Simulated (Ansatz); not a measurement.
# C3H9GaSSiSn: one species, many methods

How much do the methods differ for C3H9GaSSiSn? The plan is to run it at one geometry with functionals of several rungs and with coupled cluster. The yardstick is the atomisation energy at the CCSD(T) limit.

Program: Ansatz 0.2.0, Gaussian basis. Level of theory: functionals in def2-TZVPP, the program's frozen cores in correlated methods. These are calculated values, not measurements.

The runs, in order: LDA (SPW92), PBE-D4, revPBE-D4, BLYP-D4, r2SCAN-D4, B97M-V, PBE0-D4, B3LYP-D4, r2SCANh-D4, r2SCAN0-D4, HSE06-D4, BHLYP-D4, CAM-B3LYP-D4, LC-ωPBE, ωB97X-V, ωB97M-V, B2PLYP, PBE-QIDH; CCSD(T)/def2-SVP; CCSD(T)/def2-TZVPP; MP2/def2-QZVPP; extrapolation to the limit; RPA on PBE.

1 further run of the same task is left out (for a known fault of the program).

### 1 Structure used throughout

All runs share one geometry, relaxed beforehand with PBE0-D4 in a triple-zeta def2 set. Sn takes the def2 core potential; no spin-orbit term is included.

SMILES `C#C[S][SnH]([GaH2])[CH2][SiH3]`, 16 atoms, charge 0, spin multiplicity 1.

Atoms are counted from 1 here; the program's logs count them from 0.

Bond lengths: C1–C2 1.207 Å, C1–H8 1.064 Å, C2–S3 1.677 Å, S3–Sn4 2.450 Å, Sn4–Ga5 2.634 Å, Sn4–C6 2.179 Å, Sn4–H9 1.710 Å, Ga5–H10 1.567 Å, Ga5–H11 1.566 Å, C6–Si7 1.847 Å, C6–H12 1.091 Å, C6–H13 1.092 Å, Si7–H14 1.486 Å, Si7–H15 1.535 Å, Si7–H16 1.484 Å. Angles: C2–C1–H8 179.3°, C1–C2–S3 178.7°, C2–S3–Sn4 96.1°, S3–Sn4–Ga5 111.6°, S3–Sn4–C6 103.4°, S3–Sn4–H9 105.0°, Ga5–Sn4–C6 98.0°, Ga5–Sn4–H9 126.7°, C6–Sn4–H9 109.8°, Sn4–Ga5–H10 119.1°, Sn4–Ga5–H11 117.9°, H10–Ga5–H11 122.7°, Sn4–C6–Si7 105.3°, Sn4–C6–H12 111.6°, Sn4–C6–H13 106.2°, Si7–C6–H12 112.5°, Si7–C6–H13 112.4°, H12–C6–H13 108.7° and more.

### 2 LDA

This LDA is Slater exchange with PW92 correlation.

Contents of in.yaml:

```yaml
crystal:
  periodic: [false, false, false]
  atoms:
    - {symbol: C, position_ang: [-2.517425, 1.810735, 2.576280]}
    - {symbol: C, position_ang: [-1.532770, 2.137663, 1.959681]}
    - {symbol: S, position_ang: [-0.150819, 2.607353, 1.134491]}
    - {symbol: Sn, position_ang: [-0.340200, 0.945157, -0.655646]}
    - {symbol: Ga, position_ang: [1.957782, 0.581302, -1.890008]}
    - {symbol: C, position_ang: [-0.410035, -0.948644, 0.419968]}
    - {symbol: Si, position_ang: [0.816601, -2.037168, -0.429389]}
    - {symbol: H, position_ang: [-3.388349, 1.535432, 3.121441]}
    - {symbol: H, position_ang: [-1.854665, 1.253403, -1.386640]}
    - {symbol: H, position_ang: [1.959701, -0.038873, -3.329436]}
    - {symbol: H, position_ang: [3.253259, 1.132186, -1.203615]}
    - {symbol: H, position_ang: [-1.414590, -1.373819, 0.420454]}
    - {symbol: H, position_ang: [-0.124554, -0.724448, 1.450249]}
    - {symbol: H, position_ang: [1.433578, -3.132428, 0.363295]}
    - {symbol: H, position_ang: [2.020085, -1.177391, -0.839664]}
    - {symbol: H, position_ang: [0.292431, -2.570462, -1.711453]}
basis:
  gaussian: {orbitals: def2-TZVPP}
hamiltonian: {xc: lda}
output: {orbitals: {seedname: orbitals}}
```

Launch:

```sh
$ ansatz run in.yaml --threads 2 --pin off --events-out ev --progress --plain --max-ram 22528MiB --backend cuda --devices 0, --max-vram 18GiB
```

The runs that follow: PBE-D4 (GGA); revPBE-D4 (GGA); BLYP-D4 (GGA); r2SCAN-D4 (meta-GGA); B97M-V (meta-GGA); PBE0-D4 (hybrid); B3LYP-D4 (hybrid); r2SCANh-D4 (hybrid); r2SCAN0-D4 (hybrid); HSE06-D4 (hybrid); BHLYP-D4 (hybrid); CAM-B3LYP-D4 (range-separated); LC-ωPBE (range-separated); ωB97X-V (range-separated); ωB97M-V (range-separated); B2PLYP (double hybrid); PBE-QIDH (double hybrid); CCSD(T) in def2-SVP; CCSD(T) in def2-TZVPP; MP2 in def2-QZVPP; RPA on PBE orbitals.

**Question.** What will the summary of the whole plan be? Wanted: atomisation energy, CCSD(T)/CBS; farthest beyond LDA; mean size of error, GGA; mean size of error, meta-GGA; mean size of error, hybrid; mean size of error, range-separated; mean size of error, double hybrid; gap, smallest and largest; T1 diagnostic.

The runs gave:

| quantity | value |
| --- | --- |
| atomisation energy, CCSD(T)/CBS | 54.158 eV |
| functionals within 0.542 eV (1.0 %) | PBE-D4, r2SCAN-D4, B97M-V, PBE0-D4, B3LYP-D4, r2SCANh-D4, HSE06-D4, CAM-B3LYP-D4, ωB97X-V, ωB97M-V, PBE-QIDH |
| farthest beyond LDA | BHLYP-D4 (-1.688 eV) |
| mean size of error, GGA | 0.690 eV |
| mean size of error, meta-GGA | 0.155 eV |
| mean size of error, hybrid | 0.640 eV |
| mean size of error, range-separated | 0.377 eV |
| mean size of error, double hybrid | 0.841 eV |
| gap, smallest and largest | 2.79 eV (LDA (SPW92)), 9.34 eV (LC-ωPBE) |
| T1 diagnostic | 0.0135 |
| triples share of the correlation energy | 4.3 % |

What this shows: The LDA atomisation energy is off by 7.363 eV (14 %): it overbinds. PBE-D4 is off by +0.440 eV. Double hybrids carry the basis error of their MP2 part in triple zeta, and no dispersion term here, so their miss is partly the set-up's. The rungs meta-GGA, range-separated miss on average by less than the doubt on the reference (0.542 eV), so they tie. The reference freezes the cores and leaves out spin-orbit coupling and excitations past (T), and its outer-core shells are covered unevenly, so misses under about 0.542 eV can't be ranked. All levels share the lack of spin-orbit coupling, which lowers the free heavy atoms and so the true binding. Hartree-Fock recovers 71 % of the binding; the rest is correlation. CCSD(T) in def2-SVP is off by -3.672 eV, so the small basis spoils what the method gains. Orbital gaps span 2.8 to 9.3 eV; exact exchange widens them. Correlated methods include outer-core shells of Ga, Sn, which these sets cover unevenly.
